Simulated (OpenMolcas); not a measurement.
**Ru³⁺ among point charges: CASSCF and CASPT2 levels and susceptibility**

Aim: the splitting of the states of Ru³⁺ in the field of 6 point charges, its lowest levels with spin-orbit coupling and its magnetic susceptibility.

The numbers are computed with OpenMolcas 26.06 (state-averaged CASSCF and CASPT2, spin-orbit coupling by RASSI with atomic mean-field integrals), except any that are marked as measured or tabulated.

### Step 1. The system

* Species: Ru³⁺ (ruthenium, Z = 44, 41 electrons)
* Basis: ANO-RCC-VDZP [6s5p3d1f], 43 functions
* Scalar Hamiltonian: DKH2, point nucleus
* Inactive shells: 1s 2s 2p 3s 3p 3d 4s 4p
* Active space: 5 electrons in 5 orbitals (4d)
* Some configurations of this space: 4d5
* Orbitals: optimised for each spin and parity, averaged over all roots

Outer shells as boxes (Hund's rule):

4d5
```
4d [↑ ][↑ ][↑ ][↑ ][↑ ]
```

The ion sits among 6 point charges of -1.7 e arranged as a trigonal prism (D3h), 2.15 Å from the ion, with a polar angle of 55.5° against the regular 49.1°.

The work runs as a chain of OpenMolcas steps in one folder; each step below is one input file. Labels, J, g values, rates, χT and fits are worked out afterwards by a script from the matrices that RASSI stores.

### Step 2. Basis and integrals

Contents of a.inp:

```
&GATEWAY
Coord
1

Ru 0.0 0.0 0.0
Basis=ANO-RCC-VDZP
Group=NoSym
NoMove
AngMom=0.0 0.0 0.0
AMFI
XField
6 Angstrom 0
1.771510 0.000000 1.218299 -1.700000
-0.885755 1.534173 1.218299 -1.700000
-0.885755 -1.534173 1.218299 -1.700000
1.771510 0.000000 -1.218299 -1.700000
-0.885755 1.534173 -1.218299 -1.700000
-0.885755 -1.534173 -1.218299 -1.700000
&SEWARD
```

Command:

```bash
$ OMP_NUM_THREADS=1 MOLCAS_MEM=1689 MOLCAS_PROJECT=a pymolcas a.inp > a.log
```

### Step 3. CASSCF: sextets, 1 root

Contents of a.inp:

```
&RASSCF
FileOrb=start.orb
Symmetry=1
Spin=6
nActEl=5 0 0
Inactive=18
Ras2=5
CIRoot=1 1 1
SDav=1
CIMx=300
Iter=120 100
PrWF=0.3
OrbListing=Nothing
MaxOrb=0
>>> COPY $Project.JobIph JOB001
```

start.orb holds the contracted functions of the basis, ordered by shell, or the orbitals of the step before.

### Step 4. CASSCF: quartets, 24 roots

Contents of a.inp:

```
&RASSCF
FileOrb=start.orb
Symmetry=1
Spin=4
nActEl=5 0 0
Inactive=18
Ras2=5
CIRoot=24 24 1
SDav=24
CIMx=300
Iter=120 100
PrWF=0.3
OrbListing=Nothing
MaxOrb=0
>>> COPY $Project.JobIph JOB002
```

### Step 5. CASSCF: doublets, 75 roots

Contents of a.inp:

```
&RASSCF
FileOrb=start.orb
Symmetry=1
Spin=2
nActEl=5 0 0
Inactive=18
Ras2=5
CIRoot=75 75 1
SDav=75
CIMx=300
Iter=120 100
PrWF=0.3
OrbListing=Nothing
MaxOrb=0
>>> COPY $Project.JobIph JOB003
```

### Step 6. RASSI: spin-orbit coupling between the states

Contents of a.inp:

```
&RASSI
NrOfJobIphs=3 1 24 75
1
1 2 3 4 5 6 7 8 9 10 11 12 13 14 15 16 17 18 19 20 21 22 23 24
1 2 3 4 5 6 7 8 9 10 11 12 13 14 15 16 17 18 19 20 21 22 23 24 25 26 27
28 29 30 31 32 33 34 35 36 37 38 39 40 41 42 43 44 45 46 47 48 49 50 51
52 53 54 55 56 57 58 59 60 61 62 63 64 65 66 67 68 69 70 71 72 73 74 75
IphNames
JOB001
JOB002
JOB003
EJob
SpinOrbit
DIPRint=1.0
SOCoupling=1000.0
Subsets=2
Property=9
'ANGMOM' 1 'ANGMOM' 2 'ANGMOM' 3 'MLTPL  1' 1 'MLTPL  1' 2 'MLTPL  1' 3
'AMFI' 1 'AMFI' 2 'AMFI' 3
SOProperty=3
'ANGMOM' 1 'ANGMOM' 2 'ANGMOM' 3
```

### Step 7. CASPT2: IPEA 0.25, imaginary shift 0.1 (closed shells correlated: 4s 4p)

Contents of a.inp:

```
>>> COPY JOB001 $Project.JobIph
&CASPT2
Multistate=1 1
Frozen=14
IPEA=0.25
Imaginary=0.1
MaxIter=60
WThr=0.0 0.3 0.05
PrWF=0.5
NoMix
>>> COPY JOB002 $Project.JobIph
&CASPT2
Multistate=24 1 2 3 4 5 6 7 8 9 10 11 12 13 14 15 16 17 18 19 20 21 22
23 24
NoMult
Frozen=14
IPEA=0.25
Imaginary=0.1
MaxIter=60
WThr=0.0 0.3 0.05
PrWF=0.5
NoMix
>>> COPY JOB003 $Project.JobIph
&CASPT2
Multistate=75 1 2 3 4 5 6 7 8 9 10 11 12 13 14 15 16 17 18 19 20 21 22
23 24 25 26 27 28 29 30 31 32 33 34 35 36 37 38 39 40 41 42 43 44 45 46
47 48 49 50 51 52 53 54 55 56 57 58 59 60 61 62 63 64 65 66 67 68 69 70
71 72 73 74 75
NoMult
Frozen=14
IPEA=0.25
Imaginary=0.1
MaxIter=60
WThr=0.0 0.3 0.05
PrWF=0.5
NoMix
```

(Steps that only read results are left out.)

Before running it: what results should come out? Wanted: spin-free ground state; lowest level; next level.

As calculated:

```
                 quantity                                                                        value
                   method  SS-CASPT2, IPEA 0.25, imaginary shift 0.1 (closed shells correlated: 4s 4p)
   spin-free ground state                                              6A1, 1-fold in its orbital part
             lowest level                                            2-fold E1/2, g = 2.00, 6.00, 6.00
               next level                                                                     0.7 cm⁻¹
              χT at 300 K                                                               4.37 cm³ K/mol
effective moment at 300 K                                                                      5.91 μB
```

Cost by method:

```
                                              method  time of its own steps  time with the reference
                                           A. CASSCF                   27 s                     27 s
B. SS-CASPT2, IPEA 0.25, imaginary shift 0.1, +4s 4p                   10 s                     37 s
```

Times are of one thread on a shared host.

What this shows: The spin-free ground state (6A1) comes to 100 % from free-ion S terms and keeps the highest spin of the shell. χT at 300 K is 4.37, against 4.39 cm³ K/mol for the spin alone, as a half-filled shell (L = 0) has no orbital moment. An active space of the d shell alone favours high spin; real ions in strong fields can be low spin. CASPT2 does not keep the components of a term degenerate, and the means are used. The field of point charges can differ much from that of real complexes. With metal d orbitals alone active, the gaps between spin states are rough; where two lie within a few thousand cm-1, their order is open. Point charges carry no covalency, so the field is a model and not that of real ligands.
